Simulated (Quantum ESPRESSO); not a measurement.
# Mg3TiO4 (Pm-3m) in Quantum ESPRESSO: equation of state

Aim: energy against volume of Mg3TiO4 in PBEsol, for its equilibrium volume and stiffness.

Everything below comes from runs of Quantum ESPRESSO 7.5. Logs are shortened: lines on timing, memory, paths and dates and some standing lists are left out, and cuts for length are marked.

### Step 1. The structure

Symmetry: Pm-3m, No. 221, cubic system. Conventional cell: a = 4.314 Å, b = 4.314 Å, c = 4.314 Å, α = 90.00°, β = 90.00°, γ = 90.00°. Around Ti (site symmetry m-3m) lie 6 O at 2.16 Å. Around Mg (site symmetry 4/mmm) lie 6 O at 2.16 Å. O (site symmetry 4/mmm) has 2 Ti at 2.16 Å and 4 Mg at 2.16 Å as nearest neighbours. O (site symmetry m-3m) has 6 Mg at 2.16 Å as nearest neighbours.

The cell comes from a database or a generator and needn't be the stable form of this composition.

### Step 2. Single point, PBEsol, 9.43 Å³/atom

Contents of pw.in:

```
&CONTROL
  calculation = 'scf'
  prefix = 'pwscf'
  outdir = './tmp'
  pseudo_dir = './pseudo'
  tstress = .true.
  disk_io = 'nowf'
/
&SYSTEM
  ibrav = 0
  nat = 8
  ntyp = 3
  ecutwfc = 45
  ecutrho = 360
  nbnd = 44
  occupations = 'smearing'
  smearing = 'fd'
  degauss = 0.00367493
/
&ELECTRONS
  conv_thr = 1.6d-09
  electron_maxstep = 120
  mixing_beta = 0.5
/
ATOMIC_SPECIES
Ti    47.8670 ti_pbesol_v1.4.uspp.F.UPF
Mg    24.3050 mg_pbesol_v1.4.uspp.F.UPF
O     15.9990 o_pbesol_v1.2.uspp.F.UPF
CELL_PARAMETERS angstrom
   4.2256002970    0.0000000000    0.0000000000
   0.0000000000    4.2256002970    0.0000000000
   0.0000000000    0.0000000000    4.2256002970
ATOMIC_POSITIONS crystal
Ti     0.0000000000    0.0000000000    0.0000000000
Mg     0.5000000000    0.5000000000    0.0000000000
Mg     0.5000000000    0.0000000000    0.5000000000
Mg     0.0000000000    0.5000000000    0.5000000000
O      0.0000000000    0.5000000000    0.0000000000
O      0.0000000000    0.0000000000    0.5000000000
O      0.5000000000    0.5000000000    0.5000000000
O      0.5000000000    0.0000000000    0.0000000000
K_POINTS automatic
6 6 6 0 0 0
```

Potentials or basis: GBRV 1.5 PBEsol.

The run is started by

```
> OMP_NUM_THREADS=1 mpirun -n 2 pw.x -nk 2 -in pw.in > pw.out
```

pw.out:

```text
This program is part of the open-source Quantum ESPRESSO suite
     for quantum simulation of materials; please cite
[... 13 lines left out ...]
     --------------------
     sticks:   dense  smooth     PW     G-vecs:    dense   smooth      PW
     Sum        1829     917    277                58701    20719    3431

     Using Slab Decomposition

     bravais-lattice index     =            0
     lattice parameter (alat)  =       7.9852  a.u.
     unit-cell volume          =     509.1689 (a.u.)^3
     number of atoms/cell      =            8
     number of atomic types    =            3
     number of electrons       =        66.00
     number of Kohn-Sham states=           44
     kinetic-energy cutoff     =      45.0000  Ry
     charge density cutoff     =     360.0000  Ry
     scf convergence threshold =      1.6E-09
     mixing beta               =       0.5000
     number of iterations used =            8  plain     mixing
     Exchange-correlation= SLA  PW   PSX  PSC
                           (   1   4  10   8   0   0   0)

     celldm(1)=   7.985227  celldm(2)=   0.000000  celldm(3)=   0.000000
     celldm(4)=   0.000000  celldm(5)=   0.000000  celldm(6)=   0.000000

     crystal axes: (cart. coord. in units of alat)
               a(1) = (   1.000000   0.000000   0.000000 )
               a(2) = (   0.000000   1.000000   0.000000 )
               a(3) = (   0.000000   0.000000   1.000000 )

     reciprocal axes: (cart. coord. in units 2 pi/alat)
               b(1) = (  1.000000  0.000000  0.000000 )
               b(2) = (  0.000000  1.000000  0.000000 )
               b(3) = (  0.000000  0.000000  1.000000 )

     PseudoPot. # 1 for Ti read from file:
     ti_pbesol_v1.4.uspp.F.UPF
     Pseudo is Ultrasoft + core correction, Zval = 12.0
     Generated by new atomic code, or converted to UPF format
     Using radial grid of  851 points,  6 beta functions with:
                l(1) =   0
                l(2) =   0
                l(3) =   1
                l(4) =   1
                l(5) =   2
                l(6) =   2
     Q(r) pseudized with  6 coefficients,  rinner =    1.000   1.000   1.000
                                                       1.000   1.000

     PseudoPot. # 2 for Mg read from file:
     mg_pbesol_v1.4.uspp.F.UPF
     Pseudo is Ultrasoft, Zval = 10.0
     Generated by new atomic code, or converted to UPF format
     Using radial grid of  821 points,  7 beta functions with:
                l(1) =   0
                l(2) =   0
                l(3) =   0
                l(4) =   1
                l(5) =   1
                l(6) =   2
                l(7) =   2
     Q(r) pseudized with  8 coefficients,  rinner =    1.200   1.200   1.200
                                                       1.200   1.200

     PseudoPot. # 3 for O  read from file:
     o_pbesol_v1.2.uspp.F.UPF
     Pseudo is Ultrasoft + core correction, Zval =  6.0
     Generated by new atomic code, or converted to UPF format
     Using radial grid of  737 points,  5 beta functions with:
                l(1) =   0
                l(2) =   0
                l(3) =   1
                l(4) =   1
                l(5) =   2
     Q(r) pseudized with  8 coefficients,  rinner =    0.900   0.900   0.900
                                                       0.900   0.900

     atomic species   valence    mass     pseudopotential
     Ti               12.00    47.86700     Ti( 1.00)
     Mg               10.00    24.30500     Mg( 1.00)
     O                 6.00    15.99900     O ( 1.00)

     48 Sym. Ops., with inversion, found

   Cartesian axes

     site n.     atom                  positions (alat units)
         1        Ti     tau(   1) = (   0.0000000   0.0000000   0.0000000  )
         2        Mg     tau(   2) = (   0.5000000   0.5000000   0.0000000  )
         3        Mg     tau(   3) = (   0.5000000   0.0000000   0.5000000  )
         4        Mg     tau(   4) = (   0.0000000   0.5000000   0.5000000  )
         5        O      tau(   5) = (   0.0000000   0.5000000   0.0000000  )
         6        O      tau(   6) = (   0.0000000   0.0000000   0.5000000  )
         7        O      tau(   7) = (   0.5000000   0.5000000   0.5000000  )
         8        O      tau(   8) = (   0.5000000   0.0000000   0.0000000  )

     number of k points=    20  Fermi-Dirac smearing, width (Ry)=  0.0037
                       cart. coord. in units 2pi/alat
        k(    1) = (   0.0000000   0.0000000   0.0000000), wk =   0.0092593
        k(    2) = (   0.0000000   0.0000000   0.1666667), wk =   0.0555556
        k(    3) = (   0.0000000   0.0000000   0.3333333), wk =   0.0555556
        k(    4) = (   0.0000000   0.0000000  -0.5000000), wk =   0.0277778
        k(    5) = (   0.0000000   0.1666667   0.1666667), wk =   0.1111111
        k(    6) = (   0.0000000   0.1666667   0.3333333), wk =   0.2222222
[... 12 lines left out ...]
        k(   19) = (   0.3333333  -0.5000000  -0.5000000), wk =   0.0555556
        k(   20) = (  -0.5000000  -0.5000000  -0.5000000), wk =   0.0092593

     Dense  grid:    58701 G-vectors     FFT dimensions: (  50,  50,  50)

     Smooth grid:    20719 G-vectors     FFT dimensions: (  36,  36,  36)

     Check: negative core charge=   -0.000007

     Initial potential from superposition of free atoms

     starting charge      64.0993, renormalised to      66.0000

     negative rho (up, down):  8.570E-04 0.000E+00
     Starting wfcs are   41 randomized atomic wfcs +    3 random wfcs

     Self-consistent Calculation

     iteration #  1     ecut=    45.00 Ry     beta= 0.50
     Davidson diagonalization with overlap
     ethr =  1.00E-02,  avg # of iterations =  5.2

     negative rho (up, down):  6.484E-04 0.000E+00

     total energy              =    -624.05021507 Ry
     estimated scf accuracy    <       1.23048680 Ry

     iteration #  2     ecut=    45.00 Ry     beta= 0.50
     Davidson diagonalization with overlap
     ethr =  1.86E-03,  avg # of iterations =  2.6
[... 69 lines left out ...]
     iteration # 10     ecut=    45.00 Ry     beta= 0.50
     Davidson diagonalization with overlap
     ethr =  1.07E-10,  avg # of iterations =  2.0

     negative rho (up, down):  5.924E-04 0.000E+00

     End of self-consistent calculation

          k = 0.0000 0.0000 0.0000 (  2553 PWs)   bands (ev):

   -62.9876 -62.9789 -62.9789 -43.3843 -29.9905 -29.9905 -29.9905 -29.9622
   -29.9622 -29.9622 -29.9375 -29.9375 -29.9375 -19.8896 -19.8896 -19.8896
    -8.2900  -7.1094  -7.1094  -6.6485   5.0117   5.0117   5.0117   7.2787
     7.2787   7.2787   7.7960   7.7960   7.7960   8.7252   8.7252   8.7252
    13.0822  13.0822  13.0822  13.6803  15.5668  15.5668  18.7428  18.7428
    20.2670  20.2670  20.2670  21.8407

          k = 0.0000 0.0000 0.1667 (  2577 PWs)   bands (ev):
[... 154 lines left out ...]
   -62.9818 -62.9818 -62.9818 -43.3828 -30.0060 -29.9943 -29.9907 -29.9907
   -29.9453 -29.9453 -29.9420 -29.9381 -29.9338 -19.9365 -19.9365 -19.9237
    -7.0127  -6.9359  -6.9359  -6.8474   4.1216   4.1642   4.1642   5.0748
     6.5404   6.6815   7.7219   7.7219   7.8462   7.9878   8.0893   8.0893
    15.1526  15.1526  15.4160  16.8845  16.9719  17.4528  17.4528  18.1438
    18.3332  21.4958  21.6929  21.8247

          k =-0.5000-0.5000-0.5000 (  2512 PWs)   bands (ev):

   -62.9818 -62.9818 -62.9818 -43.3827 -30.0106 -29.9944 -29.9944 -29.9944
   -29.9419 -29.9419 -29.9419 -29.9337 -29.9337 -19.9356 -19.9356 -19.9356
    -6.9161  -6.9161  -6.9161  -6.8255   3.9365   3.9365   3.9365   4.8968
     6.5404   6.5404   7.9877   7.9877   7.9877   8.0878   8.0878   8.0878
    15.4359  15.4359  15.4359  16.5167  17.0114  17.0114  17.0114  18.3346
    18.3346  21.7089  21.7089  21.7089

     the Fermi energy is    14.2768 ev

!    total energy              =    -624.30926783 Ry
     estimated scf accuracy    <          5.1E-10 Ry
     smearing contrib. (-TS)   =      -0.00269669 Ry
     internal energy E=F+TS    =    -624.30657114 Ry

     The total energy is F=E-TS. E is the sum of the following terms:
     one-electron contribution =    -292.16165068 Ry
     hartree contribution      =     170.94705304 Ry
     xc contribution           =     -97.57640027 Ry
     ewald contribution        =    -405.51557323 Ry

     convergence has been achieved in  10 iterations

     Computing stress (Cartesian axis) and pressure

     negative rho (up, down):  5.924E-04 0.000E+00
          total   stress  (Ry/bohr**3)                   (kbar)     P=       16.82
   0.00011434   0.00000000   0.00000000           16.82        0.00        0.00
   0.00000000   0.00011434   0.00000000            0.00       16.82        0.00
   0.00000000   0.00000000   0.00011434            0.00        0.00       16.82

=------------------------------------------------------------------------------=
   JOB DONE.
=------------------------------------------------------------------------------=
```

Wall time 26 s (2 MPI ranks of Arm Neoverse V2, shared host); peak memory 0.38 GiB.

What came out:

```
Free energy            : -8494.1603 eV
Pressure               : 1.7 GPa
Band gap on the k mesh : none (metal or under the smearing width)
```

Caveat: semilocal functionals often make such compounds metallic where correlation or magnetic order opens a gap, which also shifts bond lengths.

### Step 3. Single point, PBEsol, 9.63 Å³/atom

pw.in: that of step 2 with these lines changed.

```diff
@@ -29,5 +29,5 @@
 CELL_PARAMETERS angstrom
-   4.2256002970    0.0000000000    0.0000000000
-   0.0000000000    4.2256002970    0.0000000000
-   0.0000000000    0.0000000000    4.2256002970
+   4.2553590260    0.0000000000    0.0000000000
+   0.0000000000    4.2553590260    0.0000000000
+   0.0000000000    0.0000000000    4.2553590260
 ATOMIC_POSITIONS crystal
```

Potentials or basis: GBRV 1.5 PBEsol.

The run is started by

```
> OMP_NUM_THREADS=1 mpirun -n 2 pw.x -nk 2 -in pw.in > pw.out
```

Run time: 26 s. Hardware: 2 MPI ranks of Arm Neoverse V2, shared host; peak memory 0.38 GiB.

Results (log left out):

| Item | Value |
| --- | --- |
| Free energy | -8494.1618 eV |
| Pressure | -1.7 GPa |
| Band gap on the k mesh | none (metal or under the smearing width) |

Caveat: semilocal functionals often make such compounds metallic where correlation or magnetic order opens a gap, which also shifts bond lengths.

### Step 4. Single point, PBEsol, 9.83 Å³/atom

pw.in: that of step 3 with these lines changed.

```diff
@@ -29,5 +29,5 @@
 CELL_PARAMETERS angstrom
-   4.2553590260    0.0000000000    0.0000000000
-   0.0000000000    4.2553590260    0.0000000000
-   0.0000000000    0.0000000000    4.2553590260
+   4.2847072571    0.0000000000    0.0000000000
+   0.0000000000    4.2847072571    0.0000000000
+   0.0000000000    0.0000000000    4.2847072571
 ATOMIC_POSITIONS crystal
```

The run is started by

```
> OMP_NUM_THREADS=1 mpirun -n 2 pw.x -nk 2 -in pw.in > pw.out
```

It took 27 s on 2 MPI ranks of Arm Neoverse V2, shared host; peak memory 0.4 GiB.

It converged, with:

| Item | Value |
| --- | --- |
| Free energy | -8494.1298 eV |
| Pressure | -4.9 GPa |
| Band gap on the k mesh | none (metal or under the smearing width) |

Caveat: semilocal functionals often make such compounds metallic where correlation or magnetic order opens a gap, which also shifts bond lengths.

### Step 5. Single point, PBEsol, 10.03 Å³/atom

pw.in: that of step 4 with these lines changed.

```diff
@@ -29,5 +29,5 @@
 CELL_PARAMETERS angstrom
-   4.2847072571    0.0000000000    0.0000000000
-   0.0000000000    4.2847072571    0.0000000000
-   0.0000000000    0.0000000000    4.2847072571
+   4.3136588600    0.0000000000    0.0000000000
+   0.0000000000    4.3136588600    0.0000000000
+   0.0000000000    0.0000000000    4.3136588600
 ATOMIC_POSITIONS crystal
```

The run is started by

```
> OMP_NUM_THREADS=1 mpirun -n 2 pw.x -nk 2 -in pw.in > pw.out
```

Wall time 28 s (2 MPI ranks of Arm Neoverse V2, shared host); peak memory 0.4 GiB.

It converged, with:

* Free energy: -8494.0680 eV
* Pressure: -7.7 GPa
* Band gap on the k mesh: none (metal or under the smearing width)

Caveat: semilocal functionals often make such compounds metallic where correlation or magnetic order opens a gap, which also shifts bond lengths.

### Step 6. Single point, PBEsol, 10.23 Å³/atom

pw.in: that of step 5 with these lines changed.

```diff
@@ -29,5 +29,5 @@
 CELL_PARAMETERS angstrom
-   4.3136588600    0.0000000000    0.0000000000
-   0.0000000000    4.3136588600    0.0000000000
-   0.0000000000    0.0000000000    4.3136588600
+   4.3422269698    0.0000000000    0.0000000000
+   0.0000000000    4.3422269698    0.0000000000
+   0.0000000000    0.0000000000    4.3422269698
 ATOMIC_POSITIONS crystal
```

Potentials or basis: GBRV 1.5 PBEsol.

The run is started by

```
> OMP_NUM_THREADS=1 mpirun -n 2 pw.x -nk 2 -in pw.in > pw.out
```

Wall time 29 s (2 MPI ranks of Arm Neoverse V2, shared host); peak memory 0.4 GiB.

Results (log left out):

```
Free energy            : -8493.9801 eV
Pressure               : -10.1 GPa
Band gap on the k mesh : none (metal or under the smearing width)
```

Caveat: semilocal functionals often make such compounds metallic where correlation or magnetic order opens a gap, which also shifts bond lengths.

### Step 7. Single point, PBEsol, 10.43 Å³/atom

pw.in: that of step 6 with these lines changed.

```diff
@@ -29,5 +29,5 @@
 CELL_PARAMETERS angstrom
-   4.3422269698    0.0000000000    0.0000000000
-   0.0000000000    4.3422269698    0.0000000000
-   0.0000000000    0.0000000000    4.3422269698
+   4.3704240389    0.0000000000    0.0000000000
+   0.0000000000    4.3704240389    0.0000000000
+   0.0000000000    0.0000000000    4.3704240389
 ATOMIC_POSITIONS crystal
```

The run is started by

```
> OMP_NUM_THREADS=1 mpirun -n 2 pw.x -nk 2 -in pw.in > pw.out
```

Run time: 29 s. Hardware: 2 MPI ranks of Arm Neoverse V2, shared host; peak memory 0.42 GiB.

The run converged. Its results:

```
Free energy            : -8493.8696 eV
Pressure               : -12.2 GPa
Band gap on the k mesh : none (metal or under the smearing width)
```

Caveat: semilocal functionals often make such compounds metallic where correlation or magnetic order opens a gap, which also shifts bond lengths.

### Step 8. Single point, PBEsol, 10.64 Å³/atom

pw.in: that of step 7 with these lines changed.

```diff
@@ -29,5 +29,5 @@
 CELL_PARAMETERS angstrom
-   4.3704240389    0.0000000000    0.0000000000
-   0.0000000000    4.3704240389    0.0000000000
-   0.0000000000    0.0000000000    4.3704240389
+   4.3982618852    0.0000000000    0.0000000000
+   0.0000000000    4.3982618852    0.0000000000
+   0.0000000000    0.0000000000    4.3982618852
 ATOMIC_POSITIONS crystal
```

The run is started by

```
> OMP_NUM_THREADS=1 mpirun -n 2 pw.x -nk 2 -in pw.in > pw.out
```

It took 31 s on 2 MPI ranks of Arm Neoverse V2, shared host; peak memory 0.42 GiB.

It converged, with:

* Free energy: -8493.7390 eV
* Pressure: -14.2 GPa
* Band gap on the k mesh: none (metal or under the smearing width)

Caveat: semilocal functionals often make such compounds metallic where correlation or magnetic order opens a gap, which also shifts bond lengths.

### Step 9. Equation of state, PBEsol

Potentials or basis: GBRV 1.5 PBEsol.

No new run: the results of the series are fitted here.

What came out:

```yaml
Equilibrium_volume: 9.54 Å³/atom
Bulk_modulus: 170 GPa
Pressure_derivative_of_the_bulk_modulus: 5.2
```

Energy against volume, from the lowest point:
| volume (Å³/atom) | energy (meV/atom) |
| --- | --- |
| 9.431 | 0.19 |
| 9.632 | 0.00 |
| 9.833 | 4.00 |
| 10.033 | 11.72 |
| 10.234 | 22.71 |
| 10.435 | 36.52 |
| 10.635 | 52.85 |
